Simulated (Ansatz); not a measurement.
**H on Ni (Nickel) (111)**

The task, for Ni (Nickel): compare the adsorption sites of H.

Computed with Ansatz 0.2.0 (DFT PBE+D3(BJ), scalar-relativistic, plane waves, PAW, unless a step's input says otherwise).

2 further runs of the same task are left out: 2 set aside as unsound or not needed. Runs told in other sessions of the task aren't counted.

### Step 1. Starting point

Symmetry: P-3m1, No. 164, trigonal system. The conventional cell has a = 2.459 Å, b = 2.459 Å, c = 23.024 Å, α = 90.00°, β = 90.00°, γ = 120.00°. Ni (site symmetry 3m) has 9 Ni at 2.46 Å in its first shell of neighbours. Ni (site symmetry 3m) has 12 Ni at 2.46 Å in its first shell of neighbours.

Structure file:

```xyz
16
Lattice="4.9189 0.0000 0.0000 -2.4594 4.2599 0.0000 0.0000 0.0000 23.0244" Properties=species:S:1:pos:R:3 pbc="T T T"
Ni    1.2297    0.7100    8.5000
Ni    0.0000    2.8399    8.5000
Ni    3.6892    0.7100    8.5000
Ni    2.4594    2.8399    8.5000
Ni    2.4594    1.4200   10.5081
Ni    1.2297    3.5499   10.5081
Ni    0.0000    1.4200   10.5081
Ni   -1.2297    3.5499   10.5081
Ni   -1.2297    2.1299   12.5163
Ni    0.0000    0.0000   12.5163
Ni    1.2297    2.1299   12.5163
Ni    2.4594    0.0000   12.5163
Ni    0.0000    2.8399   14.5244
Ni    1.2297    0.7100   14.5244
Ni    2.4594    2.8399   14.5244
Ni    3.6892    0.7100   14.5244
```

Miller indices refer to the conventional cell of the relaxed bulk, Fm-3m (No. 225): a = 3.478 Å, b = 3.478 Å, c = 3.478 Å, α = 90.00°, β = 90.00°, γ = 90.00°.

This (111) slab, 6.0 Å thick as cut, with 17 Å of vacuum, in a 2×2 surface cell; its outer planes are Ni (top) and Ni (bottom), was relaxed beforehand with its lower half held: -93435.9689 eV, work function 5.10 eV.

### Step 2. Start: H, top (Ni)

input.yaml

```yaml
crystal:
  lattice:
    - [4.9188979658, 0.0, 0.0]
    - [-2.4594489829, 4.259890597, 0.0]
    - [0.0, 0.0, 25.0243950565]
  atoms:
    - { symbol: Ni, position: [0.3333333333, 0.1666666667, 0.3396685506], spin: 0.75 }
    - { symbol: Ni, position: [0.3333333333, 0.6666666667, 0.3396685506], spin: 0.75 }
    - { symbol: Ni, position: [0.8333333333, 0.1666666667, 0.3396685506], spin: 0.75 }
    - { symbol: Ni, position: [0.8333333333, 0.6666666667, 0.3396685506], spin: 0.75 }
    - { symbol: Ni, position: [0.6666666667, 0.3333333333, 0.4199155129], spin: 0.81 }
    - { symbol: Ni, position: [0.6666666667, 0.8333333333, 0.4199155129], spin: 0.81 }
    - { symbol: Ni, position: [0.1666666667, 0.3333333333, 0.4199155129], spin: 0.81 }
    - { symbol: Ni, position: [0.1666666667, 0.8333333333, 0.4199155129], spin: 0.81 }
    - { symbol: Ni, position: [0.0, 0.5, 0.5001624752], spin: 0.81 }
    - { symbol: Ni, position: [0.0, 0.0, 0.5001624752], spin: 0.81 }
    - { symbol: Ni, position: [0.5, 0.5, 0.5001624752], spin: 0.81 }
    - { symbol: Ni, position: [0.5, 0.0, 0.5001624752], spin: 0.81 }
    - { symbol: Ni, position: [0.3333333333, 0.6666666667, 0.5804094375], spin: 0.75 }
    - { symbol: Ni, position: [0.3333333333, 0.1666666667, 0.5804094375], spin: 0.75 }
    - { symbol: Ni, position: [0.8333333333, 0.6666666667, 0.5804094375], spin: 0.75 }
    - { symbol: Ni, position: [0.8333333333, 0.1666666667, 0.5804094375], spin: 0.75 }
    - { symbol: H, position: [0.3333333333, 0.6666666667, 0.6427486068], spin: 1.0 }
basis:
  ecutwfc: 420
kpoints:
  mp_grid: { grid: [6, 6, 1] }
hamiltonian:
  xc: pbe
  dispersion: d3bj
scf:
  occupations: { method: gaussian, width: 0.1 }
output:
  forces: true
  eigenvalues: true
  populations: true
  write_density: true
  write_potential: true
  elf: true
  volumetric_format: npy
magnetization:
  spin_polarized: true
relax:
  adjacent_minimum: "off"
  f_tol: 0.03
  max_steps: 70
  constraints: [{ sites: [0, 1, 2, 3, 4, 5, 6, 7] }]
efield:
  axis: 3
  dipole_correction: true
```

Command:

```console
$ ansatz run input.yaml --threads 8 --pin off --max-ram 22528MiB --backend cpu --events-out ev --progress --plain --runs-dir out
```

The session goes on with these runs: H put at a hollow (nearest Ni) site; start: H, bridge (Ni-Ni); start: H, hollow over Ni.

**Question.** What will these runs give? Wanted: H: lowest end.

As calculated:

```
     quantity                                                                      value
H: lowest end  E_ads -2.92 eV, from the hollow (nearest Ni) start, 3 bonded, 0.92 Å high
```

What this shows: H binds with 2.92 eV at best, a strong chemical bond when counted from the free atom, not from the element's molecule or solid; the ends span 0.58 eV. A start on a symmetric site keeps its symmetry, so an end may be a saddle point and not a minimum.
